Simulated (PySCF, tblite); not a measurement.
**C₇H₆ClS radical: geometry, infrared bands and EPR parameters**

Aim: predict the infrared bands and EPR parameters of C₇H₆ClS radical (`C=C(C)c1c[c]c(Cl)s1`).

Programs: tblite 0.8.0 and PySCF 2.14.0, with density-fitted response routines of our own. Each step states its level of theory. These are calculated values for one molecule in the gas phase, unless marked as measured. Atoms count from 0, in the outputs and in this text.

### 1 Starting geometry

15 atoms, charge 0, multiplicity 2; geometry from: force field or distance geometry start.

Bonds of the start (Å): C0–C1 1.32, C1–C2 1.49, C1–C3 1.47, C3–C4 1.38, C4–C5 1.35, C5–C6 1.36, C6–Cl7 1.76, C6–S8 1.89, S8–C3 1.76, C0–H9 1.08, C0–H10 1.08, C2–H11 1.13, C2–H12 1.13, C2–H13 1.09, C4–H14 1.10.

### 2 Geometry optimisation with GFN2-xTB

What the job is given:

```
{"job": {"kind": "relax", "xc": "GFN2-xTB", "basis": "xTB"}, "charge": 0, "multiplicity": 2}
C     -1.400600    -0.508600    -1.536800
C     -0.974500    -0.127400    -0.349800
C     -1.930800     0.176100     0.753300
C      0.467100    -0.020500    -0.107900
C      1.071500     0.338500     1.074200
C      2.417000     0.362600     1.045900
C      3.043400     0.026700    -0.113100
Cl     4.789200    -0.012700    -0.360900
S      1.664900    -0.385400    -1.343400
H     -0.666300    -0.723900    -2.295700
H     -2.446900    -0.601400    -1.773500
H     -2.914100     0.495800     0.295300
H     -1.492400     1.053400     1.314300
H     -2.112400    -0.675100     1.409800
H      0.480400     0.609900     1.966300
```

Command:

```sh
OMP_NUM_THREADS=1 python probes_run.py task.json out
```

This one command runs all jobs of the session in turn.

**Question.** This job is followed by: GFN2-xTB harmonic vibrations, gas phase; UKS B3LYP, pcH-1 on C Cl H S, non-relativistic, mean-field spin-orbit, GIAO. Predict these results of the whole session: strongest single infrared mode (GFN2-xTB); zero-point energy (GFN2-xTB); g(iso) (B3LYP); ⟨S²⟩; largest a(iso) (averaged by class); potential on the surface of density 0.002 e/bohr³, 1st and 99th percentile.

As calculated:

| quantity | value |
| --- | --- |
| strongest single infrared mode (GFN2-xTB) | 822 cm⁻¹, 49 km/mol |
| zero-point energy (GFN2-xTB) | 64.5 kcal/mol |
| g(iso) (B3LYP) | 2.00073 |
| ⟨S²⟩ | 0.758 (exact 0.75) |
| largest a(iso) (averaged by class) | 13C on C5, 418.0 MHz |
| potential on the surface of density 0.002 e/bohr³, 1st and 99th percentile | -0.41 V and 1.10 V |

What this shows: The optimisation took 57 steps and gained 0.469 eV; among the close pairs (by a distance rule), C6–S8 changed most, from 1.893 to 1.782 Å. All 39 modes are real, so the xTB geometry is a minimum. The strongest single mode, at 822 cm⁻¹, moves mainly C6. Unscaled tight-binding wavenumbers are off by several per cent, some by more. Its intensities can rank the bands wrongly. Most of the unpaired spin sits on C5 (0.99 e). The isotropic g lies 1.6 ppt below the free-electron value. These values are for one conformer; the search (at its own cheap level) found 2 more, at 0.33, 1.50 kcal/mol, and measured spectra average over such forms.
